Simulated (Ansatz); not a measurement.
**C6H13N: one species, many methods**

Aim: compute C6H13N with functionals from several rungs and with coupled cluster, and see how far each lands from CCSD(T) at the basis-set limit for the atomisation energy.

The runs use Ansatz 0.2.0, Gaussian basis; functionals in def2-TZVPP, the program's frozen cores in correlated methods.

Plan: LDA (SPW92), PBE-D4, revPBE-D4, BLYP-D4, r2SCAN-D4, B97M-V, PBE0-D4, B3LYP-D4, r2SCANh-D4, r2SCAN0-D4, HSE06-D4, BHLYP-D4, CAM-B3LYP-D4, LC-ωPBE, ωB97X-V, ωB97M-V, B2PLYP, PBE-QIDH; CCSD(T)/def2-SVP; CCSD(T)/def2-TZVPP; MP2/def2-QZVPP; extrapolation to the limit; RPA on PBE.

## Step 1: Structure used throughout

An earlier PBE0-D4 in a triple-zeta def2 set relaxation fixed the geometry.

SMILES `C1CCCNCC1`, 20 atoms, charge 0, spin multiplicity 1.

Atoms are counted from 1 here; the program's logs count them from 0.

Bond lengths: C1–C2 1.526 Å, C1–C7 1.526 Å, C1–H8 1.094 Å, C1–H9 1.095 Å, C2–C3 1.522 Å, C2–H10 1.095 Å, C2–H11 1.098 Å, C3–C4 1.523 Å, C3–H12 1.095 Å, C3–H13 1.096 Å, C4–N5 1.452 Å, C4–H14 1.103 Å, C4–H15 1.094 Å, N5–C6 1.449 Å, N5–H16 1.009 Å, C6–C7 1.526 Å, C6–H17 1.095 Å, C6–H18 1.104 Å and more. Angles: C2–C1–C7 112.8°, C2–C1–H8 108.0°, C2–C1–H9 110.3°, C7–C1–H8 108.6°, C7–C1–H9 110.2°, H8–C1–H9 106.7°, C1–C2–C3 115.7°, C1–C2–H10 109.3°, C1–C2–H11 107.9°, C3–C2–H10 108.4°, C3–C2–H11 109.2°, H10–C2–H11 105.9°, C2–C3–C4 115.3°, C2–C3–H12 109.4°, C2–C3–H13 108.8°, C4–C3–H12 106.9°, C4–C3–H13 109.1°, H12–C3–H13 107.0° and more.

## Step 2: LDA

This LDA is Slater exchange with PW92 correlation.

The input, in.yaml:

```yaml
crystal:
  periodic: [false, false, false]
  atoms:
    - {symbol: C, position_ang: [1.003688, 0.301785, 1.119336]}
    - {symbol: C, position_ang: [1.595917, -0.393838, -0.103277]}
    - {symbol: C, position_ang: [0.649865, -1.312182, -0.863702]}
    - {symbol: C, position_ang: [-0.699525, -0.703214, -1.221349]}
    - {symbol: N, position_ang: [-1.507170, -0.475633, -0.035835]}
    - {symbol: C, position_ang: [-1.453438, 0.849022, 0.550088]}
    - {symbol: C, position_ang: [-0.030750, 1.362945, 0.753938]}
    - {symbol: H, position_ang: [1.821839, 0.784667, 1.662765]}
    - {symbol: H, position_ang: [0.565466, -0.434933, 1.800656]}
    - {symbol: H, position_ang: [2.472785, -0.975409, 0.200308]}
    - {symbol: H, position_ang: [1.970023, 0.381698, -0.784254]}
    - {symbol: H, position_ang: [0.447503, -2.205213, -0.263130]}
    - {symbol: H, position_ang: [1.146262, -1.649480, -1.780995]}
    - {symbol: H, position_ang: [-0.562113, 0.212731, -1.820013]}
    - {symbol: H, position_ang: [-1.232927, -1.408879, -1.864778]}
    - {symbol: H, position_ang: [-2.468169, -0.733387, -0.202875]}
    - {symbol: H, position_ang: [-1.956702, 0.788799, 1.521205]}
    - {symbol: H, position_ang: [-2.002357, 1.601508, -0.043017]}
    - {symbol: H, position_ang: [-0.070296, 2.134970, 1.528155]}
    - {symbol: H, position_ang: [0.310065, 1.874012, -0.153229]}
basis:
  gaussian: {orbitals: def2-TZVPP}
hamiltonian: {xc: lda}
output: {orbitals: {seedname: orbitals}}
```

On the command line:

```console
$ ansatz run in.yaml --threads 2 --pin off --events-out ev --progress --plain --max-ram 32768MiB --backend cuda --devices 0, --max-vram 18GiB
```

After this run come: PBE-D4 (GGA); revPBE-D4 (GGA); BLYP-D4 (GGA); r2SCAN-D4 (meta-GGA); B97M-V (meta-GGA); B3LYP-D4 (hybrid); r2SCANh-D4 (hybrid); r2SCAN0-D4 (hybrid); HSE06-D4 (hybrid); BHLYP-D4 (hybrid); CAM-B3LYP-D4 (range-separated); LC-ωPBE (range-separated); ωB97X-V (range-separated); ωB97M-V (range-separated); B2PLYP (double hybrid); PBE-QIDH (double hybrid); CCSD(T) in def2-SVP; CCSD(T) in def2-TZVPP; MP2 in def2-QZVPP; RPA on PBE orbitals.

Before running them: what should the planned runs give, taken together? Wanted: atomisation energy, CCSD(T)/CBS; farthest beyond LDA; mean size of error, GGA; mean size of error, meta-GGA; mean size of error, hybrid; mean size of error, range-separated; mean size of error, double hybrid; gap, smallest and largest; T1 diagnostic.

**Answer**, as computed:

| quantity | value |
| --- | --- |
| atomisation energy, CCSD(T)/CBS | 1919.1 kcal/mol |
| functionals within 9.6 kcal/mol (0.5 %) | revPBE-D4, BLYP-D4, r2SCAN-D4, B97M-V, B3LYP-D4, r2SCANh-D4, LC-ωPBE, ωB97X-V, ωB97M-V, PBE-QIDH |
| farthest beyond LDA | PBE-D4 (+43.9 kcal/mol) |
| mean size of error, GGA | 17.2 kcal/mol |
| mean size of error, meta-GGA | 2.7 kcal/mol |
| mean size of error, hybrid | 17.4 kcal/mol |
| mean size of error, range-separated | 8.1 kcal/mol |
| mean size of error, double hybrid | 9.7 kcal/mol |
| gap, smallest and largest | 4.92 eV (BLYP-D4), 12.04 eV (LC-ωPBE) |
| T1 diagnostic | 0.0092 |
| triples share of the correlation energy | 3.9 % |

What this shows: The LDA atomisation energy is off by 275.0 kcal/mol (14 %): it overbinds. PBE-D4 misses by +43.9 kcal/mol. Double hybrids carry the basis error of their MP2 part in triple zeta, and no dispersion term here, so their miss is partly the set-up's. The rungs meta-GGA, range-separated miss on average by less than the doubt on the reference (9.6 kcal/mol), so they tie. Misses under about 9.6 kcal/mol are within the doubt on the reference itself, which lacks core-valence correlation, relativity and higher excitations. Hartree-Fock recovers 74 % of the binding; the rest is correlation. CCSD(T) in def2-SVP is off by -73.2 kcal/mol, more than most functionals: a good method in a small basis is no reference. Orbital gaps span 4.9 to 12.0 eV; exact exchange widens them.
